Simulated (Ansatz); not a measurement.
**BF₃H₅NSi: basis-set convergence**

Aim: see how fast density functionals converge with the basis set for BF₃H₅NSi.

Computed with Ansatz 0.2.0, Gaussian basis. Level: one geometry, several basis sets.

Levels to be run: PBE0-D4/def2-SVP; ωB97M-V/def2-SVP; PBE0-D4/def2-QZVPP; ωB97M-V/def2-QZVPP; the functionals' def2-TZVPP values are taken from earlier runs.

### 1 The geometry

The geometry comes from an earlier relaxation with PBE0-D4 in a triple-zeta def2 set; it is a stationary point, not always the lowest conformer.

SMILES `F[B-](F)(F)[NH2+][SiH3]`, 11 atoms, charge 0, spin multiplicity 1.

Atoms are counted from 1 here; the program's logs count them from 0.

Bond lengths: F1–B2 1.369 Å, B2–F3 1.378 Å, B2–F4 1.366 Å, B2–N5 1.675 Å, N5–Si6 1.810 Å, N5–H7 1.017 Å, N5–H8 1.017 Å, Si6–H9 1.474 Å, Si6–H10 1.484 Å, Si6–H11 1.473 Å. Angles: F1–B2–F3 113.5°, F1–B2–F4 114.3°, F1–B2–N5 104.5°, F3–B2–F4 113.7°, F3–B2–N5 104.0°, F4–B2–N5 105.5°, B2–N5–Si6 111.5°, B2–N5–H7 106.9°, B2–N5–H8 107.2°, Si6–N5–H7 112.5°, Si6–N5–H8 111.6°, H7–N5–H8 106.7°, N5–Si6–H9 106.9°, N5–Si6–H10 106.5°, N5–Si6–H11 107.3°, H9–Si6–H10 110.4°, H9–Si6–H11 114.4°, H10–Si6–H11 110.9°.

Coordinates:

```xyz
11
charge 0, multiplicity 1
F    -1.5874   -1.5009    0.0550
B    -0.2218   -1.4451   -0.0196
F     0.3927   -1.3811    1.2122
F     0.3331   -2.3656   -0.8632
N     0.0997    0.0464   -0.7114
Si    0.1594    1.3567    0.5358
H    -0.6191    0.2085   -1.4123
H     0.9821   -0.0367   -1.2109
H     1.4666    1.2493    1.2088
H     0.0595    2.6422   -0.1995
H    -0.9993    1.1692    1.4254
```

### 2 PBE0-D4 in def2-SVP

in.yaml

```yaml
crystal:
  periodic: [false, false, false]
  atoms:
    - {symbol: F, position_ang: [-1.587373, -1.500868, 0.055003]}
    - {symbol: B, position_ang: [-0.221757, -1.445079, -0.019553]}
    - {symbol: F, position_ang: [0.392666, -1.381104, 1.212221]}
    - {symbol: F, position_ang: [0.333096, -2.365582, -0.863177]}
    - {symbol: N, position_ang: [0.099678, 0.046373, -0.711436]}
    - {symbol: Si, position_ang: [0.159359, 1.356711, 0.535825]}
    - {symbol: H, position_ang: [-0.619106, 0.208456, -1.412318]}
    - {symbol: H, position_ang: [0.982064, -0.036738, -1.210853]}
    - {symbol: H, position_ang: [1.466582, 1.249273, 1.208755]}
    - {symbol: H, position_ang: [0.059517, 2.642234, -0.199499]}
    - {symbol: H, position_ang: [-0.999326, 1.169222, 1.425433]}
basis:
  gaussian: {orbitals: def2-SVP}
hamiltonian: {xc: pbe0, dispersion: d4}
output: {orbitals: {seedname: orbitals}}
```

Launch:

```sh
$ ansatz run in.yaml --threads 4 --pin off --events-out ev --progress --plain --max-ram 10444MiB
```

Further steps of the session: ωB97M-V in def2-SVP; PBE0-D4 in def2-QZVPP; ωB97M-V in def2-QZVPP.

**Question.** What will the summary of the whole plan be? Wanted: PBE0-D4: double and triple zeta above quadruple; ωB97M-V: double and triple zeta above quadruple.

**Answer**, as computed:

| quantity | value |
| --- | --- |
| PBE0-D4: double and triple zeta above quadruple | 16.11, 0.82 eV |
| ωB97M-V: double and triple zeta above quadruple | 16.34, 0.76 eV |

In words: PBE0-D4 gains 15.30 eV from double to triple zeta, then 0.82 eV more. Total energies overstate the basis error of differences, where much of it tends to cancel. The LUMO of ωB97M-V is positive and keeps falling with the basis (1.58 to 0.58 eV): an unbound level that the basis holds in place.
